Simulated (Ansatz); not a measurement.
# P started on an O site in wurtzite ZnO, 16 atoms, charge 0

Wanted: the effect of changed settings on energy, forces, pressure and convergence.

Program: Ansatz 0.2.0, PAW, plane waves. These are calculated values, not measurements.

## 1. The system as built

16 atoms (8 Zn, 7 O, 1 P); a = 6.460 Å, b = 5.594 Å, c = 5.215 Å, α = 90.00°, β = 90.00°, γ = 90.00°. All atoms were shaken off their sites by about 0.10 Å along each axis. Defect site 1: (0.500, 0.333, 0.377). Starting moments add up to 1 μB.

As a file:

```cif
data_structure
_symmetry_space_group_name_H-M 'P 1'
_symmetry_Int_Tables_number 1
_cell_length_a 6.4598
_cell_length_b 5.5944
_cell_length_c 5.2145
_cell_angle_alpha 90.000
_cell_angle_beta 90.000
_cell_angle_gamma 90.000
_cell_volume 188.45
loop_
_atom_site_label
_atom_site_type_symbol
_atom_site_fract_x
_atom_site_fract_y
_atom_site_fract_z
_atom_site_occupancy
Zn1 Zn 0.28385 0.18200 0.48539 1
Zn2 Zn 0.96956 0.63679 0.51502 1
Zn3 Zn 0.75317 0.19964 0.49706 1
Zn4 Zn 0.49830 0.67568 0.50220 1
Zn5 Zn 0.98704 0.32295 0.99910 1
Zn6 Zn 0.50088 0.35988 0.00596 1
Zn7 Zn 0.25918 0.84031 0.99590 1
Zn8 Zn 0.75177 0.83497 0.99669 1
O1 O 0.99104 0.32334 0.39067 1
O2 O 0.26029 0.79953 0.40747 1
O3 O 0.71399 0.82712 0.36989 1
O4 O 0.24568 0.15031 0.89437 1
O5 O 0.01006 0.68708 0.85215 1
O6 O 0.73692 0.16434 0.89398 1
O7 O 0.51074 0.66868 0.88411 1
P1 P 0.51507 0.33541 0.39101 1
```

## 2. Single point with PBEsol

in.yaml reads:

```yaml
crystal:
  lattice:
    - [6.459848, 0.000000, 0.000000]
    - [0.000000, 5.594393, 0.000000]
    - [0.000000, 0.000000, 5.214519]
  atoms:
    - { symbol: Zn, position: [0.283848, 0.181997, 0.485385], spin: 0.2 }
    - { symbol: Zn, position: [0.969561, 0.636786, 0.515017] }
    - { symbol: Zn, position: [0.753172, 0.199640, 0.497064], spin: 0.2 }
    - { symbol: Zn, position: [0.498304, 0.675679, 0.502200], spin: 0.2 }
    - { symbol: Zn, position: [0.987038, 0.322953, 0.999103] }
    - { symbol: Zn, position: [0.500882, 0.359876, 0.005959], spin: 0.2 }
    - { symbol: Zn, position: [0.259181, 0.840314, 0.995900] }
    - { symbol: Zn, position: [0.751765, 0.834974, 0.996692] }
    - { symbol: O, position: [0.991038, 0.323341, 0.390672] }
    - { symbol: O, position: [0.260294, 0.799529, 0.407465] }
    - { symbol: O, position: [0.713991, 0.827123, 0.369885] }
    - { symbol: O, position: [0.245676, 0.150311, 0.894373] }
    - { symbol: O, position: [0.010063, 0.687083, 0.852151] }
    - { symbol: O, position: [0.736920, 0.164336, 0.893976] }
    - { symbol: O, position: [0.510735, 0.668679, 0.884111] }
    - { symbol: P, position: [0.515073, 0.335413, 0.391009], spin: 0.2 }
kpoints:
  mp_grid: { grid: [2, 2, 2], shift: [0.5, 0.5, 0.5] }
hamiltonian:
  xc: pbesol
magnetization:
  spin_polarized: true
scf:
  occupations: { method: fermi_dirac, width: 0.01 }
output:
  forces: true
  eigenvalues: true
  stress: true
  populations: true
```

Command:

```console
$ ansatz run in.yaml --threads 7 --pin off --max-ram 13300MiB --runs-dir r --events-out ev --progress --plain
```

## 3. Run again with functional revPBE, mixer broyden

Changes to in.yaml since step 2:

```diff
@@ -25,3 +25,3 @@
 hamiltonian:
-  xc: pbesol
+  xc: revpbe
 magnetization:
@@ -30,2 +30,4 @@
   occupations: { method: fermi_dirac, width: 0.01 }
+  max_iter: 50
+  mixing: { algorithm: broyden }
 output:
@@ -34,2 +36 @@
   stress: true
-  populations: true
```

## 4. Changed settings: k points 2×2×2 shifted, dispersion D4

Changes to in.yaml since step 3:

```diff
@@ -25,3 +25,4 @@
 hamiltonian:
-  xc: revpbe
+  xc: pbesol
+  dispersion: d4
 magnetization:
@@ -30,4 +31,3 @@
   occupations: { method: fermi_dirac, width: 0.01 }
-  max_iter: 50
-  mixing: { algorithm: broyden }
+  max_iter: 80
 output:
```

## 5. Variant: functional r²SCAN, occupations tetrahedron

Changes to in.yaml since step 4:

```diff
@@ -25,4 +25,3 @@
 hamiltonian:
-  xc: pbesol
-  dispersion: d4
+  xc: r2scan
 magnetization:
@@ -30,4 +29,4 @@
 scf:
-  occupations: { method: fermi_dirac, width: 0.01 }
-  max_iter: 80
+  occupations: { method: tetrahedron }
+  max_iter: 100
 output:
```

## 6. Run again with k points 1×1×2, starting moment 4 μB

in.yaml reads:

```yaml
crystal:
  lattice:
    - [6.459848, 0.000000, 0.000000]
    - [0.000000, 5.594393, 0.000000]
    - [0.000000, 0.000000, 5.214519]
  atoms:
    - { symbol: Zn, position: [0.283848, 0.181997, 0.485385] }
    - { symbol: Zn, position: [0.969561, 0.636786, 0.515017] }
    - { symbol: Zn, position: [0.753172, 0.199640, 0.497064] }
    - { symbol: Zn, position: [0.498304, 0.675679, 0.502200] }
    - { symbol: Zn, position: [0.987038, 0.322953, 0.999103] }
    - { symbol: Zn, position: [0.500882, 0.359876, 0.005959] }
    - { symbol: Zn, position: [0.259181, 0.840314, 0.995900] }
    - { symbol: Zn, position: [0.751765, 0.834974, 0.996692] }
    - { symbol: O, position: [0.991038, 0.323341, 0.390672] }
    - { symbol: O, position: [0.260294, 0.799529, 0.407465] }
    - { symbol: O, position: [0.713991, 0.827123, 0.369885] }
    - { symbol: O, position: [0.245676, 0.150311, 0.894373] }
    - { symbol: O, position: [0.010063, 0.687083, 0.852151] }
    - { symbol: O, position: [0.736920, 0.164336, 0.893976] }
    - { symbol: O, position: [0.510735, 0.668679, 0.884111] }
    - { symbol: P, position: [0.515073, 0.335413, 0.391009] }
kpoints:
  mp_grid: { grid: [1, 1, 2] }
hamiltonian:
  xc: pbesol
magnetization:
  spin_polarized: true
  initial_magnetization: 4
scf:
  occupations: { method: fermi_dirac, width: 0.01 }
  max_iter: 100
output:
  forces: true
  eigenvalues: true
  stress: true
```

Before running it: what results should come out? Wanted: for each run, settings; status; energy from base; forces from base.

As calculated:

| settings | status | cycles | time | energy from base (meV/atom) | forces from base (eV/Å rms) | filled to empty level on the mesh (eV) |
| --- | --- | --- | --- | --- | --- | --- |
| base | converged | 20 | 7.1 s (7 CPU threads) | 0 | 0 | 0.15 |
| functional revPBE, mixer broyden | converged | 21 | 5.9 s (7 CPU threads) | - | 0.108 | 0.20 |
| k points 2×2×2 shifted, dispersion D4 | converged | 20 | 5.9 s (7 CPU threads) | - | 0.006 | 0.15 |
| functional r²SCAN, occupations tetrahedron | converged | 18 | 14 s (7 CPU threads) | - | 0.089 | 0.38 |
| k points 1×1×2, starting moment 4 μB | converged | 16 | 1.6 s (7 CPU threads) | +65.2 | 0.138 | 0.38 |

**Reading.** Among these variants the forces move most with k points 1×1×2, starting moment 4 μB (0.138 eV/Å rms) and least with k points 2×2×2 shifted, dispersion D4 (0.006).
